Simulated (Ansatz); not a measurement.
# Lu: the crystal squeezed far

Aim: compress Lu (bcc type) step by step, far beyond the usual range, and follow pressure and electronic structure. Methods of the runs shown: PAW. Its runs: cell relaxed at zero pressure (PAW); volume scaled by 1 (PAW); volume scaled by 0.88 (PAW); volume scaled by 0.78 (PAW); volume scaled by 0.68 (PAW); volume scaled by 0.58 (PAW); volume scaled by 0.5 (PAW); volume scaled by 0.43 (PAW).

Method: DFT, PBEsol, PAW with Ansatz's default frozen-core files, scalar-relativistic, in Ansatz 0.2.0.

## Step 1: The starting structure

It takes space group Im-3m (No. 229, cubic). The conventional cell has a = 3.805 Å, b = 3.805 Å, c = 3.805 Å, α = 90.00°, β = 90.00°, γ = 90.00°. Around Lu (site symmetry m-3m) lie 8 Lu at 3.29 Å.

Structure file:

```xyz
1
Lattice="-1.9023 1.9023 1.9023 1.9023 -1.9023 1.9023 1.9023 1.9023 -1.9023" Properties=species:S:1:pos:R:3 pbc="T T T"
Lu    0.0000    0.0000    0.0000
```

Whether this phase is the stable one at these pressures isn't tested.

## Step 2: Cell relaxed at zero pressure, PAW

Input file input.yaml:

```yaml
crystal:
  lattice:
    - [-1.9023286315, 1.9023286315, 1.9023286315]
    - [1.9023286315, -1.9023286315, 1.9023286315]
    - [1.9023286315, 1.9023286315, -1.9023286315]
  atoms:
    - { symbol: Lu, position: [0.0, 0.0, 0.0] }
kpoints:
  mp_grid: { grid: [16, 16, 16] }
scf:
  occupations: { method: fermi_dirac, width: 0.05 }
hamiltonian:
  xc: pbesol
  pseudopotentials: { kind: paw }
output:
  forces: true
  stress: true
relax:
  f_tol: 0.005
  max_steps: 40
  cell: {}
```

On the command line:

```console
$ ansatz run input.yaml --threads 1 --pin off --max-ram 2048MiB --backend cpu --events-out ev --progress --plain --runs-dir out
```

The runs that follow: Volume scaled by 1, PAW; Volume scaled by 0.88, PAW; Volume scaled by 0.78, PAW; Volume scaled by 0.68, PAW; Volume scaled by 0.58, PAW; Volume scaled by 0.5, PAW; Volume scaled by 0.43, PAW.

**Question.** What will these runs give? Wanted: PAW pressure at 0.43 of the volume; fitted bulk modulus at zero pressure.

The runs gave:

| quantity | value |
| --- | --- |
| PAW pressure at 0.43 of the volume | 164.1 GPa |
| fitted bulk modulus at zero pressure (PAW) | 38 GPa |
| its pressure derivative | 3.82 |

What this shows: At 0.43 of the starting volume PAW gives 164 GPa. A third-order Birch-Murnaghan curve fits the range only roughly (B₀ = 38 GPa, B′ = 3.82, misfit at most 1.52 GPa). A fit over so wide a range leans to the high pressures, so B₀ can be off by several per cent. No all-electron run checks these rows here, and frozen cores can fail under such compression. The ions are at rest, and the electrons smeared by 0.05 eV. Spin-orbit coupling is left out, though the cell holds Lu; in elements this heavy it can shift bands and gaps by tenths of an eV.
